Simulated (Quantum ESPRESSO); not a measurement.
**GdO: Wannier functions under several settings**

```xyz
2
Lattice="2.8018 0.0000 0.0000 0.0000 2.8018 0.0000 0.0000 0.0000 2.8018" Properties=species:S:1:pos:R:3 pbc="T T T"
Gd    0.0000    0.0000    0.0000
O     1.4009    1.4009    1.4009
```

The cell comes from a database or a generator and needn't be the stable form of this composition.

All runs used Quantum ESPRESSO 7.5; potentials JTH 2.0 PBE; k mesh 7 × 7 × 7; given cell; collinear spin, ferromagnetic start; cutoff 707 eV; occupations fermi-dirac, width 0.05 eV.

```tsv
level	start	Wannier mesh	spread a function (Å²)	RMS miss of the bands (meV)
PBE	atomic projections with disentanglement	5 × 5 × 5	?	?
PBE	atomic projections with disentanglement, not minimised	5 × 5 × 5	1.04	66
PBE	SCDM with an erfc weight	5 × 5 × 5	0.99	130
```

Question: What stands in the row left open?

Answer: Spread a function 0.63 Å²; RMS miss of the bands 149 meV.

Caveats: a cell with one magnetic atom can't hold antiferromagnetic order, which such compounds often take; the Wannier minimisation didn't converge (some runs).

For the row left open. Caveat: the k mesh is coarse; the Wannier minimisation didn't converge; a cell with one magnetic atom can't hold antiferromagnetic order, which such compounds often take.
